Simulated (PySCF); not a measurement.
# Tc, Tc⁺, Tc²⁺, Tc³⁺, Tc⁴⁺: ionisation energies with spin-orbit coupling, part 1 of 2

Aim: the ionisation energy of technetium from differences of total energies, at each level of theory, and how far each lands from the tabulated value where there is one.

Method: two-component X2C-1e, generalised determinants. Code: PySCF 2.14.0.

**1. The system**

```
Element                                   : technetium (Z = 43)
Basis                                     : x2c-SVPall-2c
Hamiltonian                               : two-component X2C-1e, Gaussian nucleus, no Breit or QED terms; spin-orbit coupling, run by run: off; screened by Boettger's factors
Core shells frozen in the correlated runs : [Ar] 3d10 (for Tc)
State 1                                   : Tc: [Kr] 4d5 5s2; 4d3/2 filled at m_j = -3/2, -1/2, +1/2, +3/2; 4d5/2 filled at m_j = +5/2
State 2                                   : Tc⁺: [Kr] 4d5 5s1; 4d3/2 filled at m_j = -3/2, -1/2, +1/2, +3/2; 4d5/2 filled at m_j = +5/2; 5s1/2 filled at m_j = +1/2
State 3                                   : Tc²⁺: [Kr] 4d5; 4d3/2 filled at m_j = -3/2, -1/2, +1/2, +3/2; 4d5/2 filled at m_j = +5/2
State 4                                   : Tc³⁺: [Kr] 4d4; 4d3/2 filled at m_j = -3/2, -1/2, +1/2, +3/2
State 5                                   : Tc⁴⁺: [Kr] 4d3; 4d3/2 filled at m_j = -1/2, +1/2, +3/2
Methods                                   : GHF, GMP2
```

Outer shells as boxes (Hund's rule):

Tc [Kr] 4d5 5s2
```
[Kr] core
4d [↑ ][↑ ][↑ ][↑ ][↑ ]
5s [↑↓]
```

Tc+ [Kr] 4d5 5s1
```
[Kr] core
4d [↑ ][↑ ][↑ ][↑ ][↑ ]
5s [↑ ]
```

Tc2+ [Kr] 4d5
```
[Kr] core
4d [↑ ][↑ ][↑ ][↑ ][↑ ]
```

Tc3+ [Kr] 4d4
```
[Kr] core
4d [↑ ][↑ ][↑ ][↑ ][  ]
```

A driver program built on PySCF's X2C-1e integrals ran all steps in one process from the settings above; there is no separate input file.

It was started by

```bash
> OMP_NUM_THREADS=1 python sorun2.py TASK.json OUT
```

The integrals over 67 functions and the set-up took 1.8 s of CPU time.

**2. Tc: the ladder of methods**

Level: GHF (spin-free).

Standard output:

```text
cycle= 1 E= -4282.3362156407  delta_E= -4.28e+03  |FDS-SDF|= 0.0451
cycle= 2 E= -4282.3854926166  delta_E= -0.0493  |FDS-SDF|= 0.0184
cycle= 3 E= -4282.3923044417  delta_E= -0.00681  |FDS-SDF|= 0.00388
cycle= 4 E= -4282.3930832498  delta_E= -0.000779  |FDS-SDF|= 0.00105
cycle= 5 E= -4282.3932680497  delta_E= -0.000185  |FDS-SDF|= 0.000273
cycle= 6 E= -4282.3933046224  delta_E= -3.66e-05  |FDS-SDF|= 6.58e-05
cycle= 7 E= -4282.3933107608  delta_E= -6.14e-06  |FDS-SDF|= 1.74e-05
cycle= 8 E= -4282.3933109225  delta_E= -1.62e-07  |FDS-SDF|= 2.53e-06
cycle= 9 E= -4282.3933109242  delta_E= -1.79e-09  |FDS-SDF|= 1.85e-07
```

It took 0.98 s on 1 thread of Neoverse-V2, shared host, the integrals not counted.

Occupied spinors (without spin-orbit coupling the j labels only name the start):

```
spinor shell  electrons  mean energy (eV)  weight of the nominal j  rms radius (bohr)
       1s1/2          2          -21154.9                    1.000             0.0394
       2s1/2          2           -3094.4                    1.000              0.162
       2p1/2          2           -2763.4                    0.667              0.144
       2p3/2          4           -2763.4                    0.833              0.144
       3s1/2          2           -572.27                    1.000              0.441
       3p3/2          4           -460.42                    0.833              0.447
       3p1/2          2           -460.42                    0.667              0.447
       3d5/2          6           -279.56                    0.800              0.435
       3d3/2          4           -279.56                    0.700              0.435
       4s1/2          2           -89.899                    1.000               1.13
       4p3/2          4           -56.272                    0.833               1.27
       4p1/2          2           -56.272                    0.667               1.27
       4d3/2          4           -14.220                    0.500               1.80
       4d5/2          1           -14.220                    1.000               1.80
       5s1/2          2            -6.658                    1.000               3.88
```

M_J = 5/2, ⟨J²⟩ = 8.793, ⟨L²⟩ = 0.000, ⟨S²⟩ = 8.793.

Level: GMP2 (spin-free).

No log was kept for this step.

It took 0.39 s on 1 thread of Neoverse-V2, shared host, the integrals not counted.

With 15 electrons correlated and 6 very high virtual spinors dropped, the MP2 correlation energy is -0.30625 hartree. Largest pairs: 4d3/2-4p3/2 -0.0579, 4d3/2-4p1/2 -0.0302, 4p1/2-4p3/2 -0.0290, 4d3/2-4d3/2 -0.0283, 4p3/2-4p3/2 -0.0265.

Level: GHF (screened spin-orbit).

Standard output:

```text
cycle= 1 E= -4282.8640032709  delta_E= -4.28e+03  |FDS-SDF|= 0.0467
cycle= 2 E= -4282.9145875637  delta_E= -0.0506  |FDS-SDF|= 0.0183
cycle= 3 E= -4282.9214727380  delta_E= -0.00689  |FDS-SDF|= 0.0044
cycle= 4 E= -4282.9223400399  delta_E= -0.000867  |FDS-SDF|= 0.00153
cycle= 5 E= -4282.9225988357  delta_E= -0.000259  |FDS-SDF|= 0.000906
cycle= 6 E= -4282.9227124629  delta_E= -0.000114  |FDS-SDF|= 0.000511
cycle= 7 E= -4282.9227350685  delta_E= -2.26e-05  |FDS-SDF|= 0.000162
cycle= 8 E= -4282.9227475185  delta_E= -1.24e-05  |FDS-SDF|= 3.63e-05
cycle= 9 E= -4282.9227491589  delta_E= -1.64e-06  |FDS-SDF|= 1.36e-05
cycle= 10 E= -4282.9227492105  delta_E= -5.16e-08  |FDS-SDF|= 6.73e-06
cycle= 11 E= -4282.9227492149  delta_E= -4.4e-09  |FDS-SDF|= 4.27e-06
cycle= 12 E= -4282.9227492190  delta_E= -4.08e-09  |FDS-SDF|= 7.08e-07
```

Time after the integrals: 4.3 s (1 thread of Neoverse-V2, shared host).

The outer occupied spinors:

```
spinor shell  electrons  mean energy (eV)  weight of the nominal j  rms radius (bohr)
       3d3/2          4           -282.04                    0.965              0.434
       3d5/2          6           -277.83                    0.976              0.437
       4s1/2          2           -89.884                    1.000               1.13
       4p1/2          2           -61.834                    0.658               1.26
       4p3/2          4           -53.549                    0.829               1.27
       4d3/2          4           -14.253                    0.530               1.80
       4d5/2          1           -14.071                    1.000               1.81
       5s1/2          2            -6.658                    1.000               3.88
```

M_J = 5/2, ⟨J²⟩ = 8.793, ⟨L²⟩ = 0.018, ⟨S²⟩ = 8.781. A second start ended at -4282.77528 hartree. Rows whose weight is well below 1 mix j = l ± 1/2: exchange competes with spin-orbit coupling there.

Level: GMP2 (screened spin-orbit).

The driver printed no log here.

It took 0.3 s on 1 thread of Neoverse-V2, shared host, the integrals not counted.

With 15 electrons correlated and 6 very high virtual spinors dropped, the MP2 correlation energy is -0.30641 hartree. Largest pairs: 4d3/2-4p3/2 -0.0773, 4p3/2-4p3/2 -0.0332, 4d3/2-4d3/2 -0.0284, 4p1/2-4p3/2 -0.0266, 4d3/2-5s1/2 -0.0228.

**3. Tc⁺, method by method**

Level: GHF (spin-free).

Standard output:

```text
cycle= 1 E= -4282.1443092593  delta_E= -4.28e+03  |FDS-SDF|= 0.0405
cycle= 2 E= -4282.1846177672  delta_E= -0.0403  |FDS-SDF|= 0.0157
cycle= 3 E= -4282.1884272560  delta_E= -0.00381  |FDS-SDF|= 0.00309
cycle= 4 E= -4282.1885913516  delta_E= -0.000164  |FDS-SDF|= 0.000478
cycle= 5 E= -4282.1886000395  delta_E= -8.69e-06  |FDS-SDF|= 4.47e-05
cycle= 6 E= -4282.1886000958  delta_E= -5.63e-08  |FDS-SDF|= 2.88e-06
cycle= 7 E= -4282.1886000971  delta_E= -1.29e-09  |FDS-SDF|= 4.31e-07
```

Time after the integrals: 0.81 s (1 thread of Neoverse-V2, shared host).

Occupied spinors (without spin-orbit coupling the j labels only name the start):

```csv
spinor shell,electrons,mean energy (eV),weight of the nominal j,rms radius (bohr)
1s1/2,2,-21162.4,1.000,0.0394
2s1/2,2,-3101.8,1.000,0.162
2p1/2,2,-2770.8,0.667,0.144
2p3/2,4,-2770.8,0.833,0.144
3s1/2,2,-579.62,1.000,0.441
3p3/2,4,-467.79,0.833,0.447
3p1/2,2,-467.79,0.667,0.447
3d5/2,6,-286.94,0.800,0.435
3d3/2,4,-286.94,0.700,0.435
4s1/2,2,-97.206,1.000,1.13
4p3/2,4,-63.627,0.833,1.26
4p1/2,2,-63.627,0.667,1.26
4d3/2,4,-21.626,0.500,1.78
4d5/2,1,-21.626,1.000,1.78
5s1/2,1,-14.387,1.000,3.33
```

M_J = 3, ⟨J²⟩ = 12.002, ⟨L²⟩ = 0.000, ⟨S²⟩ = 12.002.

Level: GMP2 (spin-free).

The driver printed no log here.

It took 0.36 s on 1 thread of Neoverse-V2, shared host, the integrals not counted.

With 14 electrons correlated and 6 very high virtual spinors dropped, the MP2 correlation energy is -0.26695 hartree. Largest pairs: 4d3/2-4p3/2 -0.0579, 4d3/2-4p1/2 -0.0302, 4p1/2-4p3/2 -0.0288, 4d3/2-4d3/2 -0.0282, 4p3/2-4p3/2 -0.0263.

Level: GHF (screened spin-orbit).

Standard output:

```text
cycle= 1 E= -4282.6720564617  delta_E= -4.28e+03  |FDS-SDF|= 0.0422
cycle= 2 E= -4282.7136876408  delta_E= -0.0416  |FDS-SDF|= 0.0157
cycle= 3 E= -4282.7175729242  delta_E= -0.00389  |FDS-SDF|= 0.00364
cycle= 4 E= -4282.7178338143  delta_E= -0.000261  |FDS-SDF|= 0.0012
cycle= 5 E= -4282.7179091905  delta_E= -7.54e-05  |FDS-SDF|= 0.000849
cycle= 6 E= -4282.7179872946  delta_E= -7.81e-05  |FDS-SDF|= 0.000388
cycle= 7 E= -4282.7180067828  delta_E= -1.95e-05  |FDS-SDF|= 3.22e-05
cycle= 8 E= -4282.7180068498  delta_E= -6.7e-08  |FDS-SDF|= 1.42e-05
cycle= 9 E= -4282.7180068642  delta_E= -1.44e-08  |FDS-SDF|= 9.33e-06
cycle= 10 E= -4282.7180068767  delta_E= -1.25e-08  |FDS-SDF|= 3.69e-06
cycle= 11 E= -4282.7180068793  delta_E= -2.53e-09  |FDS-SDF|= 1.11e-06
```

Time after the integrals: 3 s (1 thread of Neoverse-V2, shared host).

The outer occupied spinors:

```
spinor shell  electrons  mean energy (eV)  weight of the nominal j  rms radius (bohr)
       3d3/2          4           -289.43                    0.963              0.434
       3d5/2          6           -285.21                    0.975              0.437
       4s1/2          2           -97.191                    1.000               1.13
       4p1/2          2           -69.284                    0.655               1.26
       4p3/2          4           -60.857                    0.827               1.26
       4d3/2          4           -21.659                    0.528               1.78
       4d5/2          1           -21.477                    1.000               1.79
       5s1/2          1           -14.387                    1.000               3.33
```

M_J = 3, ⟨J²⟩ = 12.002, ⟨L²⟩ = 0.017, ⟨S²⟩ = 11.989. A second start ended at -4282.53980 hartree. Rows whose weight is well below 1 mix j = l ± 1/2: exchange competes with spin-orbit coupling there.

Level: GMP2 (screened spin-orbit).

No log was kept for this step.

Time after the integrals: 0.26 s (1 thread of Neoverse-V2, shared host).

With 14 electrons correlated and 6 very high virtual spinors dropped, the MP2 correlation energy is -0.26707 hartree. Largest pairs: 4d3/2-4p3/2 -0.0776, 4p3/2-4p3/2 -0.0331, 4d3/2-4d3/2 -0.0282, 4p1/2-4p3/2 -0.0263, 4d5/2-4p3/2 -0.0190.

**4. Tc²⁺**

Level: GHF (spin-free).

Standard output:

```text
cycle= 1 E= -4281.6276208062  delta_E= -4.28e+03  |FDS-SDF|= 0.0392
cycle= 2 E= -4281.6630973221  delta_E= -0.0355  |FDS-SDF|= 0.014
cycle= 3 E= -4281.6660379323  delta_E= -0.00294  |FDS-SDF|= 0.00321
cycle= 4 E= -4281.6661965228  delta_E= -0.000159  |FDS-SDF|= 0.000508
cycle= 5 E= -4281.6662038003  delta_E= -7.28e-06  |FDS-SDF|= 5.7e-05
cycle= 6 E= -4281.6662038676  delta_E= -6.73e-08  |FDS-SDF|= 7.17e-06
cycle= 7 E= -4281.6662038697  delta_E= -2.11e-09  |FDS-SDF|= 5.82e-07
```

Time after the integrals: 0.79 s (1 thread of Neoverse-V2, shared host).

Occupied spinors (without spin-orbit coupling the j labels only name the start):

```csv
spinor shell,electrons,mean energy (eV),weight of the nominal j,rms radius (bohr)
1s1/2,2,-21170.8,1.000,0.0394
2s1/2,2,-3110.2,1.000,0.162
2p1/2,2,-2779.2,0.667,0.144
2p3/2,4,-2779.2,0.833,0.144
3s1/2,2,-587.99,1.000,0.441
3p3/2,4,-476.20,0.833,0.447
3p1/2,2,-476.20,0.667,0.447
3d5/2,6,-295.37,0.800,0.435
3d3/2,4,-295.37,0.700,0.435
4s1/2,2,-105.58,1.000,1.13
4p3/2,4,-72.137,0.833,1.26
4p1/2,2,-72.137,0.667,1.26
4d3/2,4,-29.999,0.500,1.73
4d5/2,1,-29.999,1.000,1.73
```

M_J = 5/2, ⟨J²⟩ = 8.751, ⟨L²⟩ = 0.000, ⟨S²⟩ = 8.751.

Level: GMP2 (spin-free).

The driver printed no log here.

It took 0.34 s on 1 thread of Neoverse-V2, shared host, the integrals not counted.

With 13 electrons correlated and 6 very high virtual spinors dropped, the MP2 correlation energy is -0.24219 hartree. Largest pairs: 4d3/2-4p3/2 -0.0582, 4d3/2-4p1/2 -0.0304, 4p1/2-4p3/2 -0.0283, 4d3/2-4d3/2 -0.0279, 4p3/2-4p3/2 -0.0256.

Level: GHF (screened spin-orbit).

Standard output:

```text
cycle= 1 E= -4282.1553282608  delta_E= -4.28e+03  |FDS-SDF|= 0.041
cycle= 2 E= -4282.1921334591  delta_E= -0.0368  |FDS-SDF|= 0.0139
cycle= 3 E= -4282.1951712702  delta_E= -0.00304  |FDS-SDF|= 0.00375
cycle= 4 E= -4282.1954356145  delta_E= -0.000264  |FDS-SDF|= 0.00127
cycle= 5 E= -4282.1955210578  delta_E= -8.54e-05  |FDS-SDF|= 0.000916
cycle= 6 E= -4282.1956188594  delta_E= -9.78e-05  |FDS-SDF|= 0.000431
cycle= 7 E= -4282.1956448672  delta_E= -2.6e-05  |FDS-SDF|= 3.78e-05
cycle= 8 E= -4282.1956449598  delta_E= -9.27e-08  |FDS-SDF|= 1.55e-05
cycle= 9 E= -4282.1956449761  delta_E= -1.62e-08  |FDS-SDF|= 1.08e-05
cycle= 10 E= -4282.1956449924  delta_E= -1.63e-08  |FDS-SDF|= 2.39e-06
cycle= 11 E= -4282.1956449931  delta_E= -6.9e-10  |FDS-SDF|= 3.03e-07
```

It took 3 s on 1 thread of Neoverse-V2, shared host, the integrals not counted.

The outer occupied spinors:

```csv
spinor shell,electrons,mean energy (eV),weight of the nominal j,rms radius (bohr)
3p3/2,4,-469.50,1.000,0.450
3d3/2,4,-297.86,0.961,0.434
3d5/2,6,-293.62,0.974,0.437
4s1/2,2,-105.56,1.000,1.13
4p1/2,2,-77.855,0.654,1.26
4p3/2,4,-69.335,0.827,1.26
4d3/2,4,-30.032,0.531,1.73
4d5/2,1,-29.846,1.000,1.74
```

M_J = 5/2, ⟨J²⟩ = 8.751, ⟨L²⟩ = 0.019, ⟨S²⟩ = 8.737. A second start ended at -4282.04777 hartree. Rows whose weight is well below 1 mix j = l ± 1/2: exchange competes with spin-orbit coupling there.

Level: GMP2 (screened spin-orbit).

The driver printed no log here.

Time after the integrals: 0.24 s (1 thread of Neoverse-V2, shared host).

With 13 electrons correlated and 6 very high virtual spinors dropped, the MP2 correlation energy is -0.24232 hartree. Largest pairs: 4d3/2-4p3/2 -0.0785, 4p3/2-4p3/2 -0.0327, 4d3/2-4d3/2 -0.0280, 4p1/2-4p3/2 -0.0253, 4d5/2-4p3/2 -0.0193.

**5. Tc³⁺**

Level: GHF (spin-free).

Standard output:

```text
cycle= 1 E= -4280.5865415781  delta_E= -4.28e+03  |FDS-SDF|= 0.0274
cycle= 2 E= -4280.6036734680  delta_E= -0.0171  |FDS-SDF|= 0.00809
cycle= 3 E= -4280.6045528547  delta_E= -0.000879  |FDS-SDF|= 0.00239
cycle= 4 E= -4280.6046225110  delta_E= -6.97e-05  |FDS-SDF|= 0.000291
cycle= 5 E= -4280.6046245367  delta_E= -2.03e-06  |FDS-SDF|= 3.92e-05
cycle= 6 E= -4280.6046245825  delta_E= -4.58e-08  |FDS-SDF|= 7.01e-06
cycle= 7 E= -4280.6046245853  delta_E= -2.79e-09  |FDS-SDF|= 1.96e-06
```

It took 0.79 s on 1 thread of Neoverse-V2, shared host, the integrals not counted.

Occupied spinors (without spin-orbit coupling the j labels only name the start):

```
spinor shell  electrons  mean energy (eV)  weight of the nominal j  rms radius (bohr)
       1s1/2          2          -21186.1                    1.000             0.0394
       2s1/2          2           -3125.6                    1.000              0.162
       2p1/2          2           -2794.8                    0.667              0.144
       2p3/2          4           -2794.5                    0.833              0.144
       3s1/2          2           -603.23                    1.000              0.441
       3p1/2          2           -491.66                    0.667              0.447
       3p3/2          4           -491.34                    0.833              0.446
       3d3/2          4           -310.78                    0.700              0.435
       3d5/2          6           -310.43                    0.800              0.435
       4s1/2          2           -119.92                    1.000               1.13
       4p1/2          2           -86.951                    0.667               1.24
       4p3/2          4           -85.563                    0.833               1.24
       4d3/2          4           -43.069                    0.500               1.63
```

M_J = 0, ⟨J²⟩ = 4.005, ⟨L²⟩ = 6.004, ⟨S²⟩ = 6.001.

Level: GMP2 (spin-free).

No log was kept for this step.

Time after the integrals: 0.31 s (1 thread of Neoverse-V2, shared host).

With 12 electrons correlated and 6 very high virtual spinors dropped, the MP2 correlation energy is -0.21904 hartree. Largest pairs: 4d3/2-4p3/2 -0.0664, 4p3/2-4p3/2 -0.0350, 4d3/2-4p1/2 -0.0304, 4p1/2-4p3/2 -0.0291, 4d3/2-4d3/2 -0.0274.

Level: GHF (screened spin-orbit).

Standard output:

```text
cycle= 1 E= -4281.1185717714  delta_E= -4.28e+03  |FDS-SDF|= 0.0303
cycle= 2 E= -4281.1375419790  delta_E= -0.019  |FDS-SDF|= 0.00842
cycle= 3 E= -4281.1386546048  delta_E= -0.00111  |FDS-SDF|= 0.00307
cycle= 4 E= -4281.1388676214  delta_E= -0.000213  |FDS-SDF|= 0.00147
cycle= 5 E= -4281.1390139379  delta_E= -0.000146  |FDS-SDF|= 0.00117
cycle= 6 E= -4281.1392492413  delta_E= -0.000235  |FDS-SDF|= 0.000562
cycle= 7 E= -4281.1393104477  delta_E= -6.12e-05  |FDS-SDF|= 0.000301
cycle= 8 E= -4281.1393236196  delta_E= -1.32e-05  |FDS-SDF|= 0.000207
cycle= 9 E= -4281.1393341398  delta_E= -1.05e-05  |FDS-SDF|= 4.52e-05
cycle= 10 E= -4281.1393343848  delta_E= -2.45e-07  |FDS-SDF|= 3.14e-05
cycle= 11 E= -4281.1393344981  delta_E= -1.13e-07  |FDS-SDF|= 2.35e-05
cycle= 12 E= -4281.1393346037  delta_E= -1.06e-07  |FDS-SDF|= 1.36e-05
cycle= 13 E= -4281.1393346426  delta_E= -3.89e-08  |FDS-SDF|= 4.99e-06
cycle= 14 E= -4281.1393346457  delta_E= -3.06e-09  |FDS-SDF|= 2.34e-06
```

It took 1.9 s on 1 thread of Neoverse-V2, shared host, the integrals not counted.

The outer occupied spinors:

```csv
spinor shell,electrons,mean energy (eV),weight of the nominal j,rms radius (bohr)
3p1/2,2,-505.66,1.000,0.439
3p3/2,4,-484.68,1.000,0.450
3d3/2,4,-313.18,0.964,0.433
3d5/2,6,-308.68,0.976,0.437
4s1/2,2,-119.88,1.000,1.13
4p1/2,2,-92.085,0.677,1.24
4p3/2,4,-83.012,0.838,1.24
4d3/2,4,-43.084,0.547,1.63
```

M_J = 0, ⟨J²⟩ = 3.693, ⟨L²⟩ = 5.973, ⟨S²⟩ = 5.968. A second start ended at -4281.06410 hartree. Rows whose weight is well below 1 mix j = l ± 1/2: exchange competes with spin-orbit coupling there.

The determinant has a definite M_J but mixes levels of different J.

Level: GMP2 (screened spin-orbit).

This step left no log, only its results.

Time after the integrals: 0.21 s (1 thread of Neoverse-V2, shared host).

With 12 electrons correlated and 6 very high virtual spinors dropped, the MP2 correlation energy is -0.21938 hartree. Largest pairs: 4d3/2-4p3/2 -0.0875, 4p3/2-4p3/2 -0.0440, 4d3/2-4d3/2 -0.0275, 4p1/2-4p3/2 -0.0243, 4p3/2-4s1/2 -0.0107.

(Continued in part 2 of 2.)
